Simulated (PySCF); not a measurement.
# H4O2Yb (Yb(H2O)23+): the cost of one run

The runs use PySCF 2.14.0; several levels, as the steps say, no spin–orbit coupling.

### 1 The starting structure

7 atoms, charge 3, spin multiplicity 1.

Bond lengths: Yb1–O2 2.156 Å, Yb1–O5 2.157 Å, O2–H3 0.996 Å, O2–H4 0.996 Å, O5–H6 0.996 Å, O5–H7 0.996 Å. Angles: O2–Yb1–O5 110.0°, Yb1–O2–H3 128.3°, Yb1–O2–H4 129.1°, H3–O2–H4 102.6°, Yb1–O5–H6 128.3°, Yb1–O5–H7 129.1°, H6–O5–H7 102.6°.

Geometry (Å):

```xyz
7

Yb    1.0659    0.1227   -0.0046
O    -0.1594    0.0254    1.7666
H     0.0220    0.4164    2.6648
H    -1.0309   -0.4365    1.9021
O    -0.1666   -0.0620   -1.7654
H     0.0355   -0.5462   -2.6121
H    -1.0593    0.3374   -1.9513
```

Formal oxidation states: Yb +3. Each metal's 13 4f electrons lie in its core potential, so multiplicities, spins and levels count the valence alone. An earlier session relaxed this geometry at PBE0, Yb lcecp-1-SVP with ECP59, O def2-SVP, H def2-SVP (singlet, point group C1).

At PBE0 on the finer grid: E = -190.758997 Eh, HOMO -26.97 eV, LUMO -18.91 eV, Mulliken charge on Yb1 +2.19 e, largest force component 0.016 eV/Å. 

Levels to run: CAM-B3LYP; HF; PBE0, TZVP. Hardware: 2 threads of Arm Neoverse V1, shared host.

### 2 CAM-B3LYP

File run.py (the lines that set the calculation):

```python
mol = gto.M(atom='''
Yb     1.06593     0.12267    -0.00465
O     -0.15944     0.02535     1.76658
H      0.02203     0.41637     2.66477
H     -1.03094    -0.43648     1.90207
O     -0.16660    -0.06204    -1.76537
H      0.03554    -0.54616    -2.61212
H     -1.05933     0.33744    -1.95128''',
    basis={'Yb': 'lcecp-1-SVP', 'O': 'def2-SVP', 'H': 'def2-SVP'},
    ecp={'Yb': 'lcecp-1-SVP'},
    charge=3, spin=0)
mf = dft.RKS(mol, xc='CAMB3LYP')
mf.grids.atom_grid = (75, 302)  # f atoms: unpruned, at least (60, 302)
mf = mf.density_fit()  # fitting sets: Yb AutoAux, O def2-universal-JKFIT, H def2-universal-JKFIT
mf.conv_tol = 1e-08; mf.max_cycle = 55
mf.kernel(dm0)  # dm0: the density of the relaxed state
```

Launch:

```sh
$ OMP_NUM_THREADS=2 python run.py
```

**Question.** How long does this run take on 2 threads of Arm Neoverse V1, shared host?

About 4 s.
